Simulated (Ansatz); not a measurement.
C3H3BrO, SMILES CC(Br)=C=O: vertical spin-state energies, run with Ansatz 0.2.0 through its Python package.

`c3h3bro.xyz`
```text
8

C    -0.96640   -0.19660    0.14390
C     0.40390    0.34750   -0.04410
Br    0.60910    2.19000    0.03440
C     1.48380   -0.33920   -0.25980
O     2.45250   -0.97700   -0.45460
H    -1.36360    0.07970    1.12620
H    -0.97350   -1.29010    0.07890
H    -1.64590    0.18570   -0.62490
```

`spin.py`
```python
# -*- coding: utf-8 -*-
'''Gap between spin states of C3H3BrO at one geometry.'''

import logging
import sys
import warnings

import ansatz as az

logging.basicConfig(stream=sys.stdout, format='%(levelname)s:%(name)s:%(message)s')
log = logging.getLogger('ansatz_job')
log.setLevel(logging.INFO)

BASIS = 'def2-SVP'
XC = 'cam_b3lyp'


def main():
    warnings.simplefilter('ignore', az.DeckWarning)

    c3h3bro = az.Crystal.molecule_from_extxyz('c3h3bro.xyz')

    calc = c3h3bro.calculation().basis(gaussian=BASIS).functional(XC)
    found = {}
    for unpaired in [0, 2]:
        rep = calc.spin('collinear', total=unpaired).run(threads=1).report
        s = unpaired / 2
        found[unpaired] = rep['free_energy_ev']
        log.info(f'2S+1 = {unpaired + 1}: E = {found[unpaired]:.5f} eV, <S^2> = {abs(rep["mean_field"]["state"]["spin_squared"]):.3f} (pure state {s * (s + 1):.2f})')
    lowest = min(found, key=found.get)
    for unpaired, e in found.items():
        log.info(f'multiplicity {unpaired + 1}: {96.485332 * (e - found[lowest]):.1f} kJ/mol above the lowest')


if __name__ == '__main__':
    main()
```

Which spin state is lowest at this geometry, and how far above lie the others?

In order: multiplicity 1 (+0.00 eV) and multiplicity 3 (+2.42 eV), all at the one geometry.

The output:

```console
$ python spin.py
INFO:ansatz_job:2S+1 = 1: E = -75240.43736 eV, <S^2> = 0.000 (pure state 0.00)
INFO:ansatz_job:2S+1 = 3: E = -75238.01722 eV, <S^2> = 2.011 (pure state 2.00)
INFO:ansatz_job:multiplicity 1: 0.0 kJ/mol above the lowest
INFO:ansatz_job:multiplicity 3: 233.5 kJ/mol above the lowest
```

Total energies depend on the basis set; only differences at equal settings carry meaning. The geometry is a force-field or estimated start, not a minimum of this method, and the basis set is short of its limit. All parts are taken at fixed geometry, without zero-point energy. It ran for 16 s on 1 thread of Arm Neoverse V1 (shared host), peak memory 0.41 GiB.

(A comment or docstring line of the script was reworded after the run, the code is as it ran; lines on the test bed's own set-up are left out of the output.)
